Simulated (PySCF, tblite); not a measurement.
**Al₂F₅H₂N, a small molecule taken as a stand-in for a surface group (aluminium fluoride dimer): NMR shifts, core binding energies and electronic excitations**

What NMR shifts, core binding energies and electronic excitations should one expect for `[NH2][Al-]1([F])[F+][Al-]([F])([F])[F+]1`?

Programs: tblite 0.8.0 and PySCF 2.14.0. All values are calculated, for the isolated system unless a continuum is named. Atoms count from 0, parts from 1.

## (1) Starting point

10 atoms, charge 0, multiplicity 1; geometry: distance geometry start.

## (2) Geometry optimisation with GFN2-xTB

Job settings and geometry (Å):

```
{"job": {"kind": "relax", "xc": "GFN2-xTB", "basis": "xTB"}, "charge": 0, "multiplicity": 1}
F      3.165291    -1.163910     2.031883
Al     1.708253    -1.883612     1.342806
F      1.422119    -3.570868     1.560248
F      1.448180    -1.361308    -0.399124
Al    -0.043488    -0.322670    -0.179158
F      0.263831     1.365948    -0.449535
N     -1.590171    -1.103350    -0.941186
F      0.231440    -0.838566     1.560144
H     -1.576863    -1.301913    -1.931481
H     -2.167532    -1.733234    -0.360552
```

With the program's defaults for keys left out, this is: GFN2-xTB geometry optimisation, gas phase.

Command:

```
$ OMP_NUM_THREADS=1 python cluster_run.py task.json out
```

This one command runs all jobs of the session in turn.

**Question.** The jobs that follow are: PBE0-D3(BJ)/def2-SVP geometry optimisation, gas phase; GIAO PBE0/pcSseg-1 NMR shielding, non-relativistic, gas phase; delta-SCF UKS SCAN, pcX-2 on the ionised atom, pcseg-1 elsewhere, spin-free X2C; TDDFT CAM-B3LYP/def2-SVPD, vertical, gas phase, core orbitals frozen in the response. Predict: point group; rotational constants (main isotopes); $^{1}$H shifts against TMS (PBE0/pcSseg-1); $^{19}$F shifts against CFCl3 (PBE0/pcSseg-1, means over atoms taken as alike); $^{27}$Al shifts against AlH4- (PBE0/pcSseg-1); $^{15}$N shifts against NH3 (PBE0/pcSseg-1); F1s binding energies, SCAN/pcX-2 (standing for 4 of 5 atoms); Al2p binding energies, SCAN/pcX-2 (standing for 1 of 2 atoms); N1s binding energies, SCAN/pcX-2; lowest singlet (CAM-B3LYP/def2-SVPD); brightest single state of those computed; lowest triplet; vertical ionisation energy (ΔSCF); vertical electron affinity (ΔSCF).

As calculated:

| quantity | value |
| --- | --- |
| point group | Cs |
| rotational constants (main isotopes) | 2.36, 0.99, 0.82 GHz |
| $^{1}$H shifts against TMS (PBE0/pcSseg-1) | 0.22, 0.13 ppm |
| $^{19}$F shifts against CFCl3 (PBE0/pcSseg-1, means over atoms taken as alike) | -187.4, -207.0, -211.0, -212.4 ppm |
| $^{27}$Al shifts against AlH4- (PBE0/pcSseg-1) | -5.9, -37.3 ppm |
| $^{15}$N shifts against NH3 (PBE0/pcSseg-1) | -7.0 ppm |
| F1s binding energies, SCAN/pcX-2 (standing for 4 of 5 atoms) | F3 694.73, F0 692.67, F5 692.28 eV |
| Al2p binding energies, SCAN/pcX-2 (standing for 1 of 2 atoms) | Al4 82.91 eV |
| N1s binding energies, SCAN/pcX-2 | N6 405.21 eV |
| lowest singlet (CAM-B3LYP/def2-SVPD) | 6.19 eV (200 nm), f = 0.062 |
| brightest single state of those computed | state 5, 8.61 eV, f = 0.065 |
| lowest triplet | 5.76 eV |
| vertical ionisation energy (ΔSCF) | 10.91 eV |
| vertical electron affinity (ΔSCF) | -0.20 eV (unbound: the value hangs on the basis) |

In words: The start of the PBE0/def2-SVP relaxation was shaken at random by about 0.01 Å, so part of the energy gained, and of the first lengths quoted, undoes that. Relaxing lowered the energy by 0.162 eV in 18 steps; the close pair that moved most is Al1–Al4, from 2.714 to 2.792 Å (PBE0/def2-SVP). At PBE0/pcSseg-1: Shielding is most anisotropic at Al4 (span 167 ppm, paramagnetic term -298 ppm). At SCAN/pcX-2: F3 (fluorine bonded to 2 Al) binds its F1s electron 2.45 eV more tightly than F5 (fluorine bonded to Al). Only 4 of the 5 F atoms are covered by sound results. The first singlet state (HOMO→LUMO 0.76, HOMO→LUMO+1 0.19) lies at 6.19 eV and is bright; of the 6 states computed, the strongest absorption comes from state 5 at 8.61 eV. The lowest triplet lies 0.43 eV below the lowest singlet (triplets in Tamm-Dancoff, singlets in full TDDFT). The orbital energy would give 9.67 eV for ionisation, ΔSCF gives 10.91 eV.
